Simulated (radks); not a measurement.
**Numerical settings for Pm**

Aim: see which numerical settings matter for neutral promethium. Each run changes a setting or two against a run with the defaults. The defaults are a mesh step of 0.008 in ln r, a mesh end at 40 bohr or more, Anderson mixing 0.5 over 9 steps and a tight residual threshold, with the energy settled to 1e-9 hartree as well; every run has a cap on iterations.

Method: scalar-relativistic Kohn-Sham, r2SCAN, spin-unpolarised, spherical densities, finite nucleus. Code: radks (a radial shooting solver on a logarithmic mesh, Libxc functionals) version 1.

### Step 1. What is computed

```
element            : promethium (Z = 61)
charge             : 0
electrons          : 61
configuration      : [Xe] 4f5 6s2
nuclear rms radius : 4.962 fm
```

Outer shells as boxes (Hund's rule):

Pm
```
[Xe] core
4f [↑ ][↑ ][↑ ][↑ ][↑ ][  ][  ]
6s [↑↓]
```

### Step 2. Default settings

Input:

```text
Z 61
configuration [Xe] 4f5 6s2
relativity scalar-relativistic
functional r2scan,r2scan
spin unpolarised
nucleus finite rms 4.962 fm
c 137.035999084
max_iterations 97
```

Command:

```console
python run_ks.py task.json out
```

The same process makes all the runs of this session.

### Step 3. Mesh step in ln r 0.005

Changes since step 2:

```diff
@@ -7,2 +7,3 @@
 c 137.035999084
+mesh_step 0.005
 max_iterations 97
```

### Step 4. Mesh step in ln r 0.08

Changes since step 3:

```diff
@@ -7,3 +7,3 @@
 c 137.035999084
-mesh_step 0.005
+mesh_step 0.08
 max_iterations 97
```

### Step 5. Mesh step in ln r 0.2

Changes since step 4:

```diff
@@ -7,3 +7,3 @@
 c 137.035999084
-mesh_step 0.08
+mesh_step 0.2
 max_iterations 97
```

### Step 6. Mesh end (bohr) 12

Changes since step 5:

```diff
@@ -7,3 +7,3 @@
 c 137.035999084
-mesh_step 0.2
+mesh_end 12
 max_iterations 97
```

### Step 7. Mesh end (bohr) 3

Changes since step 6:

```diff
@@ -7,3 +7,3 @@
 c 137.035999084
-mesh_end 12
+mesh_end 3
 max_iterations 97
```

### Step 8. Residual threshold 1e-13

Changes since step 7:

```diff
@@ -7,3 +7,3 @@
 c 137.035999084
-mesh_end 3
+threshold 1e-13
 max_iterations 97
```

### Step 9. Residual threshold 0.001

Changes since step 8:

```diff
@@ -7,3 +7,3 @@
 c 137.035999084
-threshold 1e-13
+threshold 0.001
 max_iterations 97
```

### Step 10. Mixing 2.5

Changes since step 9:

```diff
@@ -7,3 +7,3 @@
 c 137.035999084
-threshold 0.001
+mixing 2.5
 max_iterations 97
```

### Step 11. Mixing history 1, mixing 1

Changes since step 10:

```diff
@@ -7,3 +7,4 @@
 c 137.035999084
-mixing 2.5
+history 1
+mixing 1
 max_iterations 97
```

### Step 12. Mixing history 1, mixing 0.05

Changes since step 11:

```diff
@@ -8,3 +8,3 @@
 history 1
-mixing 1
+mixing 0.05
 max_iterations 97
```

### Step 13. Mixing history 2

Changes since step 12:

```diff
@@ -7,4 +7,3 @@
 c 137.035999084
-history 1
-mixing 0.05
+history 2
 max_iterations 97
```

### Step 14. Iteration cap 3

Changes since step 13:

```diff
@@ -7,3 +7,2 @@
 c 137.035999084
-history 2
-max_iterations 97
+max_iterations 3
```

Q: Predict the outcome of this session. Wanted: for each run, setting; iterations; converged; change of E.

**Answer**, as computed:

| setting | mesh points | iterations | converged | change of E (mhartree) | time |
| --- | --- | --- | --- | --- | --- |
| Default settings | 2440 | 20 | yes | 0 | 0.27 s |
| mesh step in ln r 0.005 | 3904 | 20 | yes | 0 | 0.41 s |
| mesh step in ln r 0.08 | 244 | 4 | no | - | 0.02 s |
| mesh step in ln r 0.2 | 98 | 4 | no | - | 0.01 s |
| mesh end (bohr) 12 | 2038 | 12 | yes | +0.5522 | 0.15 s |
| mesh end (bohr) 3 | 1865 | 10 | no | - | 0.11 s |
| residual threshold 1e-13 | 2440 | 45 | yes | 0 | 0.44 s |
| residual threshold 0.001 | 2440 | 17 | yes | +0.000773 | 0.24 s |
| mixing 2.5 | 2440 | 21 | yes | 0 | 0.28 s |
| mixing history 1, mixing 1 | 2440 | 12 | no | - | 0.32 s |
| mixing history 1, mixing 0.05 | 2440 | 97 | no | - | 1.1 s |
| mixing history 2 | 2440 | 17 | yes | -0.0001798 | 0.22 s |
| iteration cap 3 | 2440 | 3 | no | - | 0.05 s |

**Reading.** A zero stands for a change under the printed digits. No run that converges misses the default energy by more than 1 mhartree. Not converged or rejected: mesh step in ln r 0.08; mesh step in ln r 0.2; mesh end (bohr) 3; mixing history 1, mixing 1; mixing history 1, mixing 0.05; iteration cap 3. A mesh that ends early acts as a hard wall.
